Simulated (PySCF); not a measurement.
# The bond of KGa, level by level

One job finds the state of KGa, follows it along the bond with each method and fits the curves.

Method: K def2-SVP, Ga def2-SVP, no relativity; program: PySCF 2.14.0.

1 further run of the same task is left out (it didn't finish).

## Step 1: Set-up

Settings of the job:

* atoms: K, Ga
* charge: 0
* basis: K def2-SVP, Ga def2-SVP
* Hamiltonian: no relativity
* basis functions: 56
* electrons treated: 50
* masses in u: 38.9637, 68.9256
* levels: PBE0, PBE, r²SCAN, MN15, BP86, HF, MP2, SCS-MP2, CCSD, CCSD(T)
* grid: 80 radial by 434 angular points
* occupations: held fixed by the projection of orbital angular momentum
* dissociation limit: K + Ga, each in its ground configuration
* starting distance in angstrom: 3.150
* values of 2S to try: 0, 2

Launch:

```
OMP_NUM_THREADS=1 python dia.py task.json out
```

The runs that follow: First curve: PBE0; Other states along the same grid; PBE (GGA); r²SCAN (meta-GGA); MN15; BP86 (GGA); UHF; MP2 and coupled cluster.

What does the calculation give? Wanted: for each run, Re; ωe; De; μ.

**Answer**, as computed:

Lowest PBE0 solution found, without spin–orbit coupling: ³Π (triplet), unpaired electrons σ ↑, π ↑. State 2 has its PBE0 minimum 0.07 eV higher. State 3 has its PBE0 minimum 0.19 eV higher, as a spin-mixed determinant (⟨S²⟩ = 1.01), so this is no gap between pure states. The other levels ran on the lowest alone.

```
      level  Re (Å)  ωe (cm⁻¹)  De (eV)  μ (D)
        UHF   3.529       88.7    0.143  -7.65
    UHF-MP2   3.403      108.6    0.389    n/a
UHF-SCS-MP2   3.431      102.6    0.305    n/a
   UHF-CCSD   3.426      104.5    0.378    n/a
UHF-CCSD(T)   3.421      105.8    0.403    n/a
        PBE   3.367      107.7     0.62  -5.56
       BP86   3.374      106.1     0.59  -5.50
     r²SCAN   3.350      114.5     0.70  -6.71
       PBE0   3.354      111.5     0.57  -6.50
       MN15   3.356      112.0     0.67  -6.53
```

De is counted to K + Ga in their ground configurations. A positive dipole means K(−)Ga(+).

What this shows: The methods spread over 0.179 Å in bond length, from r²SCAN to UHF. CCSD(T) can't serve as the judge here: for a weak bond in this basis it is far from its limit. Of the levels with a De here, UHF gives the least (0.143 eV) and r²SCAN the most (0.70 eV).

Correlated steps freeze 14 core orbitals.
